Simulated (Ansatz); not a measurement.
# C2H8SeSi2Zn: up Jacob's ladder to CCSD(T)

Aim: compute C2H8SeSi2Zn with functionals from several rungs and with coupled cluster. The yardstick is the atomisation energy at the CCSD(T) limit.

Method: functionals in def2-TZVPP, the program's frozen cores in correlated methods; program: Ansatz 0.2.0, Gaussian basis.

The runs, in order: LDA (SPW92), PBE-D4, revPBE-D4, BLYP-D4, r2SCAN-D4, B97M-V, PBE0-D4, B3LYP-D4, r2SCANh-D4, r2SCAN0-D4, HSE06-D4, BHLYP-D4, CAM-B3LYP-D4, LC-ωPBE, ωB97X-V, ωB97M-V, B2PLYP, PBE-QIDH; CCSD(T)/def2-SVP; CCSD(T)/def2-TZVPP; MP2/def2-QZVPP; extrapolation to the limit; RPA on PBE.

### Step 1. Structure used throughout

All runs share one geometry, relaxed beforehand with PBE0-D4 in a triple-zeta def2 set.

14 atoms, charge 0, spin multiplicity 1.

Atoms are counted from 1 here; the program's logs count them from 0.

Bond lengths: C1–Si2 1.871 Å, C1–Zn6 1.941 Å, C1–H7 1.090 Å, C1–H8 1.093 Å, Si2–Si3 2.382 Å, Si2–H9 1.492 Å, Si2–H10 1.494 Å, Si3–Se4 2.300 Å, Si3–H11 1.491 Å, Si3–H12 1.488 Å, Se4–C5 1.994 Å, C5–Zn6 1.935 Å, C5–H13 1.088 Å, C5–H14 1.089 Å. Angles: Si2–C1–Zn6 100.2°, Si2–C1–H7 111.5°, Si2–C1–H8 111.0°, Zn6–C1–H7 116.4°, Zn6–C1–H8 108.3°, H7–C1–H8 109.1°, C1–Si2–Si3 112.0°, C1–Si2–H9 109.5°, C1–Si2–H10 114.9°, Si3–Si2–H9 105.7°, Si3–Si2–H10 107.0°, H9–Si2–H10 107.2°, Si2–Si3–Se4 115.5°, Si2–Si3–H11 109.8°, Si2–Si3–H12 111.6°, Se4–Si3–H11 109.8°, Se4–Si3–H12 101.9°, H11–Si3–H12 107.8° and more.

Coordinates:

| atom | x (Å) | y (Å) | z (Å) |
| --- | --- | --- | --- |
| C1 | -1.0874 | 1.1123 | 1.2602 |
| Si2 | 0.3973 | 0.0608 | 1.6959 |
| Si3 | 0.9467 | -1.4721 | -0.0428 |
| Se4 | -0.4340 | -1.4206 | -1.8811 |
| C5 | -0.3704 | 0.5026 | -2.4028 |
| Zn6 | -0.9028 | 1.1826 | -0.6708 |
| H7 | -1.0679 | 2.0680 | 1.7849 |
| H8 | -2.0194 | 0.5921 | 1.4975 |
| H9 | 1.5962 | 0.9337 | 1.8595 |
| H10 | 0.2566 | -0.7350 | 2.9521 |
| H11 | 2.3619 | -1.2685 | -0.4671 |
| H12 | 0.8053 | -2.8836 | 0.4074 |
| H13 | 0.6192 | 0.7402 | -2.7868 |
| H14 | -1.1013 | 0.5875 | -3.2060 |

### Step 2. LDA

This LDA is Slater exchange with PW92 correlation.

The input, in.yaml:

```yaml
crystal:
  periodic: [false, false, false]
  atoms:
    - {symbol: C, position_ang: [-1.087358, 1.112296, 1.260218]}
    - {symbol: Si, position_ang: [0.397311, 0.060800, 1.695914]}
    - {symbol: Si, position_ang: [0.946687, -1.472111, -0.042850]}
    - {symbol: Se, position_ang: [-0.434047, -1.420635, -1.881124]}
    - {symbol: C, position_ang: [-0.370422, 0.502568, -2.402826]}
    - {symbol: Zn, position_ang: [-0.902769, 1.182599, -0.670807]}
    - {symbol: H, position_ang: [-1.067915, 2.068039, 1.784892]}
    - {symbol: H, position_ang: [-2.019387, 0.592102, 1.497477]}
    - {symbol: H, position_ang: [1.596235, 0.933742, 1.859508]}
    - {symbol: H, position_ang: [0.256625, -0.735010, 2.952137]}
    - {symbol: H, position_ang: [2.361880, -1.268503, -0.467067]}
    - {symbol: H, position_ang: [0.805305, -2.883605, 0.407358]}
    - {symbol: H, position_ang: [0.619163, 0.740216, -2.786820]}
    - {symbol: H, position_ang: [-1.101298, 0.587512, -3.206009]}
basis:
  gaussian: {orbitals: def2-TZVPP}
hamiltonian: {xc: lda}
output: {orbitals: {seedname: orbitals}}
```

Command:

```console
> ansatz run in.yaml --threads 2 --pin off --events-out ev --progress --plain --max-ram 22528MiB --backend cuda --devices 0, --max-vram 18GiB
```

Further steps of the session: PBE-D4 (GGA); revPBE-D4 (GGA); BLYP-D4 (GGA); r2SCAN-D4 (meta-GGA); B97M-V (meta-GGA); PBE0-D4 (hybrid); B3LYP-D4 (hybrid); r2SCANh-D4 (hybrid); r2SCAN0-D4 (hybrid); HSE06-D4 (hybrid); BHLYP-D4 (hybrid); CAM-B3LYP-D4 (range-separated); LC-ωPBE (range-separated); ωB97X-V (range-separated); ωB97M-V (range-separated); B2PLYP (double hybrid); PBE-QIDH (double hybrid); CCSD(T) in def2-SVP; CCSD(T) in def2-TZVPP; MP2 in def2-QZVPP; RPA on PBE orbitals.

Q: Predict the results of all the runs planned. Wanted: atomisation energy, CCSD(T)/CBS; farthest beyond LDA; mean size of error, GGA; mean size of error, meta-GGA; mean size of error, hybrid; mean size of error, range-separated; mean size of error, double hybrid; gap, smallest and largest; T1 diagnostic.

The runs gave:

| quantity | value |
| --- | --- |
| atomisation energy, CCSD(T)/CBS | 1066.5 kcal/mol |
| functionals within 10.7 kcal/mol (1.0 %) | PBE-D4, r2SCAN-D4, B97M-V, PBE0-D4, B3LYP-D4, r2SCANh-D4, r2SCAN0-D4, HSE06-D4, CAM-B3LYP-D4, LC-ωPBE, ωB97X-V, ωB97M-V, PBE-QIDH |
| farthest beyond LDA | BHLYP-D4 (-27.7 kcal/mol) |
| mean size of error, GGA | 13.9 kcal/mol |
| mean size of error, meta-GGA | 4.0 kcal/mol |
| mean size of error, hybrid | 7.7 kcal/mol |
| mean size of error, range-separated | 5.1 kcal/mol |
| mean size of error, double hybrid | 12.7 kcal/mol |
| gap, smallest and largest | 3.36 eV (LDA (SPW92)), 9.63 eV (LC-ωPBE) |
| T1 diagnostic | 0.0135 |
| triples share of the correlation energy | 3.9 % |

**Reading.** LDA overbinds by 143.1 kcal/mol (13 %). PBE-D4 misses by +8.9 kcal/mol. Double hybrids carry the basis error of their MP2 part in triple zeta, and no dispersion term here, so their miss is partly the set-up's. The rungs meta-GGA, range-separated, hybrid miss on average by less than the doubt on the reference (10.7 kcal/mol), so they tie. The reference freezes the cores and leaves out relativity and excitations past (T), and its outer-core shells are covered unevenly, so misses under about 10.7 kcal/mol can't be ranked. All levels share the lack of spin-orbit coupling, which lowers the free heavy atoms and so the true binding. Hartree-Fock recovers 73 % of the binding; the rest is correlation. CCSD(T) in def2-SVP is off by -72.3 kcal/mol, worse than the median functional, from the basis alone. The gap grows from 3.4 to 9.6 eV across the functionals, mostly with the share of exact exchange. For Zn the d shell is correlated and the shells below it are frozen. Correlated methods include outer-core shells of Se, which these sets cover unevenly.
